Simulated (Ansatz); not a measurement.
# MoSe (P1) in Ansatz: convergence with k mesh

Aim: find how far k mesh must go before the results for MoSe settle, at r2SCAN+U. This setting moves, with any that are tied to it; all else stays.

All numbers are computed with Ansatz 0.2.0; they aren't measurements. Logs are shortened: lines on timing, memory, paths and dates and some standing lists are left out, and cuts for length are marked.

### 1 The cell of the first run

The typed cell holds 2 atoms: a = 3.471 Å, b = 3.471 Å, c = 4.373 Å, α = 90.00°, β = 90.00°, γ = 120.00°.

The cell was built by a generator and needn't be a form met in nature.

The cell isn't the ideal one: atoms moved at random, drawn with an rms of 0.05 Å.

### 2 With k mesh 3 × 3 × 2

Contents of input.yaml:

```yaml
crystal:
  lattice:
    - [3.47066859, 0.0, 0.0]
    - [-1.7353343, 3.00568717, 0.0]
    - [0.0, 0.0, 4.37279534]
  atoms:
    - { symbol: Mo, position: [0.663888, 0.337493, 0.019878] }
    - { symbol: Se, position: [0.354963, 0.686462, 0.118412] }
hamiltonian:
  xc: r2scan
  pseudopotentials: { kind: nc, accuracy: standard }
  hubbard: { sites: [{ species: Mo, l: d, u_eff: 5.3 }] }
kpoints:
  mp_grid: { grid: [3, 3, 2] }
scf:
  occupations: { method: methfessel_paxton, width: 0.05 }
output:
  forces: true
  stress: true
  eigenvalues: true
```

Potentials or basis: PseudoDojo standard (PBE files).

Run with:

```
$ ansatz run input.yaml --threads 2 --pin off --max-ram 5632MiB --backend cpu --events-out ev --progress --plain --runs-dir out
```

Output:

```text
Warning: hamiltonian.xc reads the kinetic-energy density τ on the library's norm-conserving files, and those of Mo, Se were made for PBE. This build holds files of Mo, Se that were made for r²SCAN, which a deck under this functional can read where it names no table (hamiltonian.pseudopotentials.accuracy or source), types no xc_functional and has no exact exchange, max_exx_coeff or level of output.embedding that keeps them out. To compare such runs, type hamiltonian.pseudopotentials: {kind: paw, frozen_core: stored} on both or, where PAW refuses one, {kind: nc, accuracy: standard}
Warning: RAYON_NUM_THREADS=2 ignored (pool sized by the plan → 2); use --threads N
Engine: ansatz 0.2.0, aarch64-unknown-linux-gnu
Pseudopotentials: kind: nc
Pseudopotential: Mo, nc, valence charge 14, recommended cutoff 1088.45545 eV (normal), Mo.nc.azcp (PseudoDojo's, or run here from an input of PseudoDojo's; its table is named by hamiltonian.pseudopotentials.accuracy)
Pseudopotential: Se, nc, valence charge 16, recommended cutoff 1170.089609 eV (normal), Se.nc.azcp (PseudoDojo's, or run here from an input of PseudoDojo's; its table is named by hamiltonian.pseudopotentials.accuracy)
Functional definition: r2SCAN
  parameter k0 = 0.174
  parameter k1 = 0.065
  parameter a1 = 4.9479
  exchange = r2scan_x(k0 = k0, k1 = k1, a1 = a1)
  correlation = r2scan_c
Crystal: 2 atoms, lattice volume = 45.616 Å³
Basis set: ecut = 1170.089609 eV, 4177 PW (Γ), exchange–correlation on 160×160×200 points (64 copies of the dense FFT grid, shifted against one another)
Bands: 19, of which v1, the nominal top of the filled ones, is band 15 counted from 1 (14 counted from 0)
Symmetry: 1 space group operations
Space group: P1 (ITA 1), of the structure as read, at distance tolerance 3.6e-5 Å
k-points: 10 of 18 (time reversal used)
Non-local potential: Mo, projectors of the file, l = 0: 2, l = 1: 2, l = 2: 2
Non-local potential: Se, projectors of the file, l = 0: 2, l = 1: 2, l = 2: 2
Initial density: superposition of atomic densities (chi_scale 0.1, normalization cell, long waves of neutral atoms under a Hubbard term (reshape's long-wave potential 0.00 eV rms, cloud 2.74 Å wide))
Initial wavefunctions: pseudopotential atomic-orbital guess
Functional: x = r2scan, c = r2scan; τ floored in thin density (d = 2e-4 eV/Å³)
SCF iter   1: F=—  HF=-5240.741098 eV  |F-HF|=—  |Δ(HF+E_count)|=         —  Δρ=5.19e-2  dr2=9.96e-1  dr2_τ=2.57e-1  ethr=3.10e-3  ⟨swp⟩=8.2  Hψ=1243  notcnv=0
preconditioner: auto → LDOS  [insulator: Δε(μ)=0.148 eV  Ē_g=9.328 eV  σ=0.050 eV  W_gap=0.51  n_scr=20 (ndim 8)  ℏωp=19.0 eV  f_vac=0.098  D(μ)=5.09/eV (n_scr^D=72)  ε∞_Penn≈5.2  β→1.0]
SCF iter   2: F=—  HF=-5241.186545 eV  |F-HF|=—  |Δ(HF+E_count)|=   4.45e-1  S|Δr|=    0.00e0  Δρ=4.49e-2  dr2=6.17e-1  dr2_τ=2.10e-1  ethr=3.10e-3  ⟨swp⟩=2.0  Hψ=308  notcnv=0
SCF iter   3: F=—  HF=-5241.490778 eV  |F-HF|=—  |Δ(HF+E_count)|=   3.04e-1  S|Δr|=    0.00e0  Δρ=3.82e-2  dr2=4.32e-1  dr2_τ=2.56e-2  ethr=2.06e-3  ⟨swp⟩=2.3  Hψ=320  notcnv=0
SCF iter   4: F=—  HF=-5241.533715 eV  |F-HF|=—  |Δ(HF+E_count)|=   4.29e-2  S|Δr|=    0.00e0  Δρ=1.31e-2  dr2=5.86e-2  dr2_τ=1.56e-2  ethr=1.44e-3  ⟨swp⟩=3.0  Hψ=320  notcnv=0
SCF iter   5: F=—  HF=-5241.545992 eV  |F-HF|=—  |Δ(HF+E_count)|=   1.23e-2  S|Δr|=    0.00e0  Δρ=3.51e-3  dr2=3.98e-3  dr2_τ=4.61e-3  ethr=1.95e-4  ⟨swp⟩=3.9  Hψ=437  notcnv=0
SCF iter   6: F=—  HF=-5241.548310 eV  |F-HF|=—  |Δ(HF+E_count)|=   2.32e-3  S|Δr|=    0.00e0  Δρ=1.14e-3  dr2=6.63e-4  dr2_τ=9.94e-4  ethr=1.33e-5  ⟨swp⟩=2.5  Hψ=335  notcnv=0
SCF iter   7: F=—  HF=-5241.548407 eV  |F-HF|=—  |Δ(HF+E_count)|=   9.72e-5  S|Δr|=    0.00e0  Δρ=2.83e-4  dr2=1.59e-5  dr2_τ=2.64e-5  ethr=2.21e-6  ⟨swp⟩=2.9  Hψ=369  notcnv=0
SCF iter   8: F=—  HF=-5241.548409 eV  |F-HF|=—  |Δ(HF+E_count)|=   1.80e-6  S|Δr|=    0.00e0  Δρ=1.04e-4  dr2=2.80e-6  dr2_τ=3.27e-6  ethr=5.32e-8  ⟨swp⟩=2.2  Hψ=319  notcnv=0
SCF iter   9: F=—  HF=-5241.548411 eV  |F-HF|=—  |Δ(HF+E_count)|=   2.34e-6  S|Δr|=    0.00e0  Δρ=6.34e-5  dr2=7.72e-7  dr2_τ=8.07e-7  ethr=9.32e-9  ⟨swp⟩=2.0  Hψ=324  notcnv=0
SCF iter  10: F=—  HF=-5241.548414 eV  |F-HF|=—  |Δ(HF+E_count)|=   2.26e-6  S|Δr|=    0.00e0  Δρ=4.62e-5  dr2=3.53e-7  dr2_τ=2.20e-7  ethr=2.57e-9  ⟨swp⟩=2.9  Hψ=389  notcnv=0
SCF iter  11: F=—  HF=-5241.548416 eV  |F-HF|=—  |Δ(HF+E_count)|=   2.60e-6  S|Δr|=    0.00e0  Δρ=3.11e-5  dr2=1.43e-7  dr2_τ=1.00e-7  ethr=1.18e-9  ⟨swp⟩=3.2  Hψ=369  notcnv=0
SCF iter  12: F=—  HF=-5241.548418 eV  |F-HF|=—  |Δ(HF+E_count)|=   1.99e-6  S|Δr|=    0.00e0  Δρ=1.35e-5  dr2=3.88e-8  dr2_τ=1.32e-7  ethr=3.33e-10  ⟨swp⟩=11.3  Hψ=1203  notcnv=0
SCF iter  13: F=-5241.548418 eV  HF=-5241.548418 eV  |F-HF|=9.45e-10  |Δ(HF+E_count)|=   1.05e-7  S|Δr|=    0.00e0  Δρ=5.05e-6  dr2=5.24e-9  dr2_τ=1.71e-8  ethr=1.29e-10  ⟨swp⟩=7.5  Hψ=843  notcnv=0
SCF 1 converged in 13 iterations: F = -5241.548418 eV  dr2 = 5.24e-9
SCF converged after 13 iterations
Stability not checked: this state was not tested for a lower state beside it, because cold or Methfessel-Paxton smearing, or corrected tetrahedra, fill the levels in a way that the test cannot read (fill_not_monotonic; see scf.lower_state_search)
Free energy (F): -5241.548418 eV
Harris-Foulkes:  -5241.548418 eV  (|F-HF|=9.45e-10)
Internal energy: -5241.548571 eV  (E = F + TS)
E sigma→0 (E₀):  -5241.548456 eV
Entropy (-TS):   0.000152 eV (0.076 meV/atom)
Fermi energy:    11.220848 eV
Step filling:    the computed levels leave a gap of 0.2203 eV = 4.4 smearing widths at the electron count; against every level under it full and every level over it empty, smearing changes F+E_penalty+E_count by +0.015 meV and its σ→0 estimate by -0.024 meV
--- Per-component energies (eV) ---
  E_band       = -555.384650
  E_kinetic    = 2779.088513
  E_local      = -5095.158535  (includes V_loc(G=0)·N_el)
  E_nonlocal   = -1205.045244
  E_hartree    = 1883.827884
  E_xc         = -992.576486
  E_vxc        = -870.757932  (∫ρ·V_xc dr)
  E_hubbard    = 4.944711  (on-site DFT+U / exact-exchange correction)
  E_vhub       = -5.811711  (the Hubbard potential's part of the band-sum identity)
  E_vtau       = 74.644970  (kinetic-family band-sum trace: ∫τ·v_τ [+ j·A + Jᵃ·Aᵃ] dr)
  E_ewald      = -2616.629413
  E_smearing   = 0.000152  (= −TS)
  E_closure    = 0.000000  (closes the sum)
  Σ components = -5241.548418   (vs F -5241.548418, Δ=0.00e0)
--- Forces (eV/Å), atoms counted from 1 ---
  atom   1  Mo     3.31401153     2.95312133    -7.86292222
  atom   2  Se    -3.31411352    -2.95315211     7.86307046
  max |Σ_I F_I| component: 1.48e-4 eV/Å
--- Stress (GPa, compression-positive) ---
       89.968645     -12.982963      -4.981775
      -12.982963     111.458204      -4.445581
       -4.981775      -4.445581       6.777015
  P = ⅓ Tr σ = 69.4013 GPa (694.013 kbar)
--- Band table (eV; the first three rows and the last of 10) ---
  k-point 0: bands = ["-50.6903", "-37.7830", "-37.7543", "-37.5883", "-37.5712", "-37.5545", "-24.4369", "-24.1224", "-23.7731", "-4.5623", "4.7006", "4.9085", "6.8263", "9.8159", "10.0018", "11.3261", "16.9089", "19.0421", "19.9888"]
  k-point 1: bands = ["-50.6874", "-37.7830", "-37.7543", "-37.5883", "-37.5712", "-37.5545", "-24.4366", "-24.1223", "-23.7786", "-4.4505", "4.7248", "4.9295", "5.8682", "9.6824", "9.8650", "13.2415", "17.2247", "17.8618", "19.9332"]
  k-point 2: bands = ["-50.6770", "-37.7514", "-37.7306", "-37.5889", "-37.5794", "-37.5573", "-24.7550", "-24.2350", "-23.7455", "-3.4926", "4.4942", "6.1970", "6.6280", "9.7544", "10.8536", "12.6553", "14.2958", "15.6258", "17.3872"]
  k-point 9: bands = ["-50.6772", "-37.7591", "-37.7239", "-37.5919", "-37.5767", "-37.5570", "-24.7294", "-24.2531", "-23.7503", "-3.4446", "4.3285", "5.7909", "6.6035", "9.5949", "11.0718", "13.3205", "14.9092", "15.8498", "16.2927"]
Occupation matrices written to <dir>
```

Wall time 7.9 s (2 threads of Arm Neoverse V2, shared host); peak memory 0.54 GiB.

What came out:

| Property | Result |
| --- | --- |
| Free energy | -5241.5484 eV |
| Pressure | 69.4 GPa |
| Largest force | 9.030 eV/Å |
| Band gap on the k mesh | 0.22 eV, indirect (least direct gap 1.32 eV) |

### 3 With k mesh 3 × 3 × 3

Edit input.yaml of step 2 so:

```diff
@@ -13,3 +13,3 @@
 kpoints:
-  mp_grid: { grid: [3, 3, 2] }
+  mp_grid: { grid: [3, 3, 3] }
 scf:
```

Potentials or basis: PseudoDojo standard (PBE files).

Run with:

```
$ ansatz run input.yaml --threads 2 --pin off --max-ram 5632MiB --backend cpu --events-out ev --progress --plain --runs-dir out
```

Run time: 9.2 s. Hardware: 2 threads of Arm Neoverse V2, shared host; peak memory 0.55 GiB.

Results:

```
Free energy            : -5241.5276 eV
Pressure               : 69.7 GPa
Largest force          : 9.100 eV/Å
Band gap on the k mesh : 0.09 eV, indirect (least direct gap 1.31 eV)
```

### 4 With k mesh 4 × 4 × 3

Edit input.yaml of step 3 so:

```diff
@@ -13,3 +13,3 @@
 kpoints:
-  mp_grid: { grid: [3, 3, 3] }
+  mp_grid: { grid: [4, 4, 3] }
 scf:
```

Run with:

```
$ ansatz run input.yaml --threads 2 --pin off --max-ram 5632MiB --backend cpu --events-out ev --progress --plain --runs-dir out
```

Wall time 14 s (2 threads of Arm Neoverse V2, shared host); peak memory 0.6 GiB.

Results:

```
Free energy            : -5241.3591 eV
Pressure               : 71.5 GPa
Largest force          : 7.246 eV/Å
Band gap on the k mesh : 0.33 eV, indirect (least direct gap 1.01 eV)
```

### 5 With k mesh 5 × 5 × 4

Edit input.yaml of step 4 so:

```diff
@@ -13,3 +13,3 @@
 kpoints:
-  mp_grid: { grid: [4, 4, 3] }
+  mp_grid: { grid: [5, 5, 4] }
 scf:
```

Run with:

```
$ ansatz run input.yaml --threads 2 --pin off --max-ram 5632MiB --backend cpu --events-out ev --progress --plain --runs-dir out
```

Run time: 20 s. Hardware: 2 threads of Arm Neoverse V2, shared host; peak memory 0.69 GiB.

What came out:

```
Free energy            : -5241.2949 eV
Pressure               : 70.5 GPa
Largest force          : 8.460 eV/Å
Band gap on the k mesh : none (metal or under the smearing width)
```

### 6 With k mesh 6 × 6 × 5

Edit input.yaml of step 5 so:

```diff
@@ -13,3 +13,3 @@
 kpoints:
-  mp_grid: { grid: [5, 5, 4] }
+  mp_grid: { grid: [6, 6, 5] }
 scf:
```

Potentials or basis: PseudoDojo standard (PBE files).

Run with:

```
$ ansatz run input.yaml --threads 2 --pin off --max-ram 5632MiB --backend cpu --events-out ev --progress --plain --runs-dir out
```

Wall time 35 s (2 threads of Arm Neoverse V2, shared host); peak memory 0.85 GiB.

The run converged. Its results:

| Property | Result |
| --- | --- |
| Free energy | -5241.3404 eV |
| Pressure | 70.9 GPa |
| Largest force | 7.756 eV/Å |
| Band gap on the k mesh | none (metal or under the smearing width) |

### 7 With k mesh 8 × 8 × 6

Edit input.yaml of step 6 so:

```diff
@@ -13,3 +13,3 @@
 kpoints:
-  mp_grid: { grid: [6, 6, 5] }
+  mp_grid: { grid: [8, 8, 6] }
 scf:
```

Run with:

```
$ ansatz run input.yaml --threads 2 --pin off --max-ram 5632MiB --backend cpu --events-out ev --progress --plain --runs-dir out
```

Wall time 73 s (2 threads of Arm Neoverse V2, shared host); peak memory 1.2 GiB.

The run converged. Its results:

```
Free energy            : -5241.3244 eV
Pressure               : 70.8 GPa
Largest force          : 7.989 eV/Å
Band gap on the k mesh : none (metal or under the smearing width)
```

### 8 With k mesh 10 × 10 × 7

Edit input.yaml of step 7 so:

```diff
@@ -13,3 +13,3 @@
 kpoints:
-  mp_grid: { grid: [8, 8, 6] }
+  mp_grid: { grid: [10, 10, 7] }
 scf:
```

Run with:

```
$ ansatz run input.yaml --threads 2 --pin off --max-ram 5632MiB --backend cpu --events-out ev --progress --plain --runs-dir out
```

It took 1.9 min on 2 threads of Arm Neoverse V2, shared host; peak memory 1.8 GiB.

Results (log left out):

| Item | Value |
| --- | --- |
| Free energy | -5241.3156 eV |
| Pressure | 70.9 GPa |
| Largest force | 8.050 eV/Å |
| Band gap on the k mesh | none (metal or under the smearing width) |

### 9 With k mesh 12 × 12 × 8

Edit input.yaml of step 8 so:

```diff
@@ -13,3 +13,3 @@
 kpoints:
-  mp_grid: { grid: [10, 10, 7] }
+  mp_grid: { grid: [12, 12, 8] }
 scf:
```

Potentials or basis: PseudoDojo standard (PBE files).

Run with:

```
$ ansatz run input.yaml --threads 2 --pin off --max-ram 5632MiB --backend cpu --events-out ev --progress --plain --runs-dir out
```

Wall time 3.5 min (2 threads of Arm Neoverse V2, shared host); peak memory 2.7 GiB.

Results (log left out):

```yaml
Free_energy: -5241.3123 eV
Pressure: 70.9 GPa
Largest_force: 8.026 eV/Å
Band_gap_on_the_k_mesh: none (metal or under the smearing width)
```

### 10 With k mesh 14 × 14 × 10

Edit input.yaml of step 9 so:

```diff
@@ -13,3 +13,3 @@
 kpoints:
-  mp_grid: { grid: [12, 12, 8] }
+  mp_grid: { grid: [14, 14, 10] }
 scf:
```

Run with:

```
$ ansatz run input.yaml --threads 2 --pin off --max-ram 5632MiB --backend cpu --events-out ev --progress --plain --runs-dir out
```

Run time: 5.6 min. Hardware: 2 threads of Arm Neoverse V2, shared host; peak memory 4.3 GiB.

Results (log left out):

| Property | Result |
| --- | --- |
| Free energy | -5241.3123 eV |
| Pressure | 71.0 GPa |
| Largest force | 7.968 eV/Å |
| Band gap on the k mesh | none (metal or under the smearing width) |

### 11 The series at a glance

```tsv
k mesh	energy less the tightest run, at zero smearing (meV/atom)	pressure (GPa)	largest force (eV/Å)	gap on the mesh (eV)	SCF cycles	CPU time (s)	peak memory (GiB)
3 × 3 × 2	-118.09	69.40	9.030	0.220	13	16	0.54
3 × 3 × 3	-107.75	69.72	9.100	0.090	13	18	0.55
4 × 4 × 3	-23.40	71.48	7.246	0.334	15	28	0.6
5 × 5 × 4	8.72	70.47	8.460	0.000	13	39	0.69
6 × 6 × 5	-14.09	70.95	7.756	0.000	14	70	0.85
8 × 8 × 6	-6.08	70.79	7.989	0.000	14	150	1.2
10 × 10 × 7	-1.65	70.85	8.050	0.000	14	230	1.8
12 × 12 × 8	-0.01	70.94	8.026	0.000	15	420	2.7
14 × 14 × 10	0.00	70.96	7.968	0.000	14	670	4.3
```

Against the tightest run, the energy stays within 1 meV/atom from 12 × 12 × 8 on; the pressure stays within 0.1 GPa from 12 × 12 × 8 on; the gap on the mesh stays within 0.01 eV from 5 × 5 × 4 on. Not settled before the last step: the largest force (to 0.005 eV/Å). Meshes of other sizes hit other points, so gaps and Fermi surfaces needn't settle smoothly. The tightest run that finished is the yardstick and may itself not be fully converged.

Caveats: the meta-GGA runs on potentials made for a GGA; the potentials were made for another functional, which shifts forces and pressure; U without spin polarisation on a metal has little footing.
